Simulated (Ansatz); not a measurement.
# Be: stress in a strained cell

Aim: deform Be (equal xx and yy strain of +3 %) and compute stress, forces and field gradients with LAPW, PAW and all-electron datasets made for the crystal.

Program: Ansatz 0.2.0. Level of theory: DFT PBEsol, scalar-relativistic. These are calculated values, not measurements.

### 1 The system as given

Symmetry: Im-3m, No. 229, cubic system. The conventional cell has a = 2.506 Å, b = 2.506 Å, c = 2.506 Å, α = 90.00°, β = 90.00°, γ = 90.00°. Around Be (site symmetry m-3m) lie 8 Be at 2.17 Å.

Structure file:

```cif
data_structure
_symmetry_space_group_name_H-M 'P 1'
_symmetry_Int_Tables_number 1
_cell_length_a 2.1705
_cell_length_b 2.1705
_cell_length_c 2.1705
_cell_angle_alpha 109.471
_cell_angle_beta 109.471
_cell_angle_gamma 109.471
_cell_volume 7.87
loop_
_atom_site_label
_atom_site_type_symbol
_atom_site_fract_x
_atom_site_fract_y
_atom_site_fract_z
_atom_site_occupancy
Be1 Be 0.00000 0.00000 0.00000 1
```

### 2 After the deformation

Space group Im-3m before, I4/mmm after.

### 3 All-electron LAPW

Input file input.yaml:

```yaml
crystal:
  lattice:
    - [-1.2907145798, 1.2907145798, 1.2531209513]
    - [1.2907145798, -1.2907145798, 1.2531209513]
    - [1.2907145798, 1.2907145798, -1.2531209513]
  atoms:
    - { symbol: Be, position: [0.0, 0.0, 0.0] }
kpoints:
  mp_grid: { grid: [23, 23, 23] }
  band_path:
    path:
      - [0.0, 0.0, 0.0]
      - [0.0, 0.0, 0.5]
      - [-0.5, 0.5, 0.5]
      - [0.0, 0.0, 0.0]
      - [0.4856489773, 0.4856489773, -0.4856489773]
      - [-0.4856489773, 0.5143510227, 0.4856489773]
      - [-0.5, 0.5, 0.5]
      - [0.0, 0.0, 0.5]
      - [0.25, 0.25, 0.25]
    npoints: 5
scf:
  occupations: { method: fermi_dirac, width: 0.03 }
hamiltonian:
  xc: pbesol
  pseudopotentials: { kind: all_electron, lapw: { basis_error: 0.00025 } }
output:
  forces: true
  stress: true
  eigenvalues: true
```

On the command line:

```bash
ansatz run input.yaml --threads 1 --pin off --max-ram 3072MiB --backend cpu --events-out ev --progress --plain --runs-dir out
```

### 4 Frozen-core PAW

Input file input.yaml:

```yaml
crystal:
  lattice:
    - [-1.2907145798, 1.2907145798, 1.2531209513]
    - [1.2907145798, -1.2907145798, 1.2531209513]
    - [1.2907145798, 1.2907145798, -1.2531209513]
  atoms:
    - { symbol: Be, position: [0.0, 0.0, 0.0] }
kpoints:
  mp_grid: { grid: [23, 23, 23] }
scf:
  occupations: { method: fermi_dirac, width: 0.03 }
hamiltonian:
  xc: pbesol
  pseudopotentials: { kind: paw }
output:
  forces: true
  stress: true
  eigenvalues: true
  efg: { contact_densities: true }
```

### 5 All-electron PAW on datasets made for the crystal

Edit input.yaml of step 4 so:

```diff
@@ -13,3 +13,3 @@
   xc: pbesol
-  pseudopotentials: { kind: paw }
+  pseudopotentials: { kind: all_electron, datasets: crystal }
 output:
```

(Steps that only read results are left out.)

What does the calculation give? Wanted: pressure; largest shear or deviatoric stress.

The runs gave:

| quantity | value |
| --- | --- |
| pressure | LAPW -8.30, PAW -8.23, crystal datasets -8.30 GPa |
| largest shear or deviatoric stress (LAPW) | 0.58 GPa |

The largest part of the stress beyond the pressure is 0.58 GPa in size, in the zz component. No run of the undeformed cell stands beside it, so the pressure holds what the given cell had before the change. PAW: stress within 0.07 GPa of LAPW. Crystal datasets: stress within 0.01 GPa of LAPW.
